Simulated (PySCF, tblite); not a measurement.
# C₆H₉FOSi: geometry, infrared bands and NMR shifts

Aim: predict the infrared bands and NMR shifts of C₆H₉FOSi (`C=C(C)[SiH2]/C(F)=C\C=O`).

Programs: tblite 0.8.0 and PySCF 2.14.0, with density-fitted response routines of our own. Each step states its level of theory. These are calculated values for one molecule in the gas phase, unless marked as measured. Atoms are numbered from 0 throughout.

## 1. The molecule as given

18 atoms, charge 0, multiplicity 1; geometry from: force field or distance geometry start.

Bonds of the start (Å): C0–C1 1.33, C1–C2 1.50, C1–Si3 1.86, Si3–C4 1.82, C4–F5 1.37, C4–C6 1.33, C6–C7 1.47, C7–O8 1.25, C0–H9 1.10, C0–H10 1.08, C2–H11 1.13, C2–H12 1.11, C2–H13 1.10, Si3–H14 1.47, Si3–H15 1.47, C6–H16 1.09, C7–H17 1.08.

## 2. Geometry optimisation with GFN2-xTB

The job: settings as JSON, then the geometry in Å.

```
{"job": {"kind": "relax", "xc": "GFN2-xTB", "basis": "xTB"}, "charge": 0, "multiplicity": 1}
C     -1.492600     0.692400    -1.431600
C     -1.354100     0.020300    -0.292900
C     -2.347500     0.180900     0.825000
Si     0.108800    -1.114700    -0.095900
C      1.387900    -0.814200    -1.358600
F      1.309600    -1.489600    -2.547000
C      2.388400     0.045400    -1.201700
C      2.513600     0.794300     0.053500
O      3.461600     1.594800     0.202500
H     -2.379600     1.339400    -1.469900
H     -0.803400     0.604200    -2.257400
H     -3.340200    -0.036600     0.337500
H     -2.222500    -0.552100     1.650200
H     -2.384600     1.229500     1.154800
H     -0.423500    -2.469700    -0.278800
H      0.617500    -0.916200     1.267300
H      3.138300     0.211900    -1.972300
H      1.813600     0.686300     0.874100
```

Started as:

```sh
$ OMP_NUM_THREADS=1 python probes_run.py task.json out
```

This one command runs all jobs of the session in turn.

**Question.** This job is followed by: GFN2-xTB harmonic vibrations, gas phase; GIAO PBE0/pcSseg-1 NMR shielding, non-relativistic, gas phase. What will the session give for the following? strongest single infrared mode (GFN2-xTB); zero-point energy (GFN2-xTB); ¹³C shifts against TMS (PBE0/pcSseg-1); ¹H shifts against TMS (PBE0/pcSseg-1, means over atoms taken as alike); ²⁹Si shifts against TMS (PBE0/pcSseg-1); ¹⁹F shifts against CFCl3 (PBE0/pcSseg-1); ¹⁷O shifts against H2O (PBE0/pcSseg-1).

**Answer**, as computed:

| quantity | value |
| --- | --- |
| strongest single infrared mode (GFN2-xTB) | 1746 cm⁻¹, 397 km/mol |
| zero-point energy (GFN2-xTB) | 80.3 kcal/mol |
| ¹³C shifts against TMS (PBE0/pcSseg-1) | 201.3, 193.4, 146.9, 140.7, 134.6, 27.1 ppm |
| ¹H shifts against TMS (PBE0/pcSseg-1, means over atoms taken as alike) | 9.90, 6.59, 6.42, 5.89, 4.84, 2.14 ppm |
| ²⁹Si shifts against TMS (PBE0/pcSseg-1) | -54.1 ppm |
| ¹⁹F shifts against CFCl3 (PBE0/pcSseg-1) | -56.7 ppm |
| ¹⁷O shifts against H2O (PBE0/pcSseg-1) | 703.5 ppm |

In words: Over 134 steps the energy fell by 0.591 eV; of the close pairs, Si3–C4 changed most, 1.822 to 1.908 Å. No mode is imaginary among the 48: a minimum at this level. The strongest single mode, at 1746 cm⁻¹, moves mainly C7 and O8. GFN2-xTB is a fitted tight-binding method: band positions and strengths are rough. Its intensities can rank the bands wrongly. The most deshielded hydrogen is H17 (hydrogen on an aldehyde carbonyl carbon), at 9.90 ppm: the formyl region, downfield of aromatic protons. At PBE0/pcSseg-1: The widest tensor belongs to O8: span 1427 ppm, with a paramagnetic part of -763 ppm.
